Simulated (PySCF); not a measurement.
# C8H10: the cost of one run

Programs: PySCF 2.14.0, with routines of our own; each step states its level. All values are computed. Atoms count from 0.

### 1 The starting structure

18 atoms, charge 0, multiplicity 1; geometry from: GFN2-xTB.

### 2 Vibronic structure: TDDFT B3LYP/cc-pVDZ

Job settings and geometry (Å):

```
{"job": {"kind": "vib", "xc": "B3LYP", "basis": "cc-pVDZ", "tda": false}, "charge": 0, "multiplicity": 1}
C      2.849461     0.482990     0.635902
C      1.966607    -0.501640     0.482012
C      0.532421    -0.364996     0.355052
C     -0.263709    -1.452555     0.368249
C     -1.699875    -1.339619     0.297762
C     -2.272124    -0.193239    -0.072244
C     -1.427171     0.979386    -0.466500
C     -0.106435     1.000373     0.303306
H      3.901779     0.278220     0.733129
H      2.566217     1.520541     0.679074
H      2.325521    -1.524241     0.462599
H      0.161478    -2.442729     0.454140
H     -2.290908    -2.210804     0.539966
H     -3.343698    -0.094919    -0.160323
H     -1.967348     1.913168    -0.301014
H     -1.223576     0.907693    -1.542820
H     -0.285148     1.328496     1.334460
H      0.567748     1.720192    -0.160966
```

Level: TDDFT B3LYP/cc-pVDZ vertical-gradient vibronic structure (displaced harmonic oscillators, Condon), gas phase.

Launch:

```console
$ OMP_NUM_THREADS=1 python excited_run.py task.json out
```

One launch serves the whole session: the jobs run in the order shown.

Q: Estimate the wall time and peak memory of this first job on 1 thread of Intel Xeon Platinum 8375C at 2.90GHz, shared host.

About 54 s, with a peak of 0.86 GiB.
